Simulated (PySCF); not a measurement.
# CH₈BrNSi₂: geometry, electronic excitations

Aim: predict the electronic excitations of CH₈BrNSi₂ (`C[Si@@H](N)[SiH2]Br`).

Computed with PySCF 2.14.0, with density-fitted response routines of our own, on a single molecule in the gas phase. Atoms count from 0, in the outputs and in this text.

**1. The molecule as given**

13 atoms, charge 0, multiplicity 1; geometry from: GFN2-xTB. The atoms were then displaced at random by about 0.01 Å, so the start is not that level's minimum.

Bonds of the start (Å): C0–Si1 1.86, Si1–N2 1.72, Si1–Si3 2.34, Si3–Br4 2.22, C0–H5 1.10, C0–H6 1.08, C0–H7 1.11, Si1–H8 1.49, N2–H9 0.99, N2–H10 1.02, Si3–H11 1.44, Si3–H12 1.47.

**2. Relaxing the molecule at PBE0-D3(BJ)/def2-SVP**

The job: settings as JSON, then the geometry in Å.

```
{"job": {"xc": "PBE0", "basis": "def2-SVP", "d3": "d3bj", "grid": 1, "shake": 0.01, "kind": "geom"}, "charge": 0, "multiplicity": 1}
C     -1.704020     0.478510    -0.610070
Si    -0.343810    -0.386890     0.317910
N      0.271760    -1.576210    -0.761200
Si     1.475110     1.031810     0.716360
Br     3.125010    -0.203770     1.527390
H     -1.378690     0.927830    -1.555260
H     -2.526360    -0.181140    -0.842850
H     -2.123920     1.319770    -0.027830
H     -0.903690    -0.906610     1.601540
H     -0.338300    -2.173340    -1.257350
H      1.109120    -2.094220    -0.486250
H      2.102830     1.704920    -0.393570
H      1.240780     2.042460     1.760860
```

Launch:

```bash
> OMP_NUM_THREADS=1 python probes_run.py task.json out
```

This one command runs all jobs of the session in turn.

**Question.** This job is followed by: TDDFT PBE0/def2-TZVPD, vertical, gas phase, core orbitals frozen in the response. What will the session give for the following? point group; rotational constants (main isotopes); lowest singlet (PBE0/def2-TZVPD); brightest single state of those computed; lowest triplet.

As calculated:

| quantity | value |
| --- | --- |
| point group | C1 |
| rotational constants (main isotopes) | 4.15, 0.84, 0.74 GHz |
| lowest singlet (PBE0/def2-TZVPD) | 5.33 eV (233 nm), f = 0.013 |
| brightest single state of those computed | state 7, 6.89 eV, f = 0.034 |
| lowest triplet | 4.81 eV |

In words: The optimisation took 6 steps and gained 0.162 eV; among the close pairs (by a distance rule), Si3–H11 changed most, from 1.442 to 1.494 Å. No frequency check was run at this level, so the end point may be a saddle. The lowest singlet, at 5.33 eV, is HOMO→LUMO 0.96 and is weak; of the 10 states computed, the strongest absorption comes from state 7 at 6.89 eV. The lowest triplet lies 0.52 eV below the lowest singlet (triplets in Tamm-Dancoff, singlets in full TDDFT).
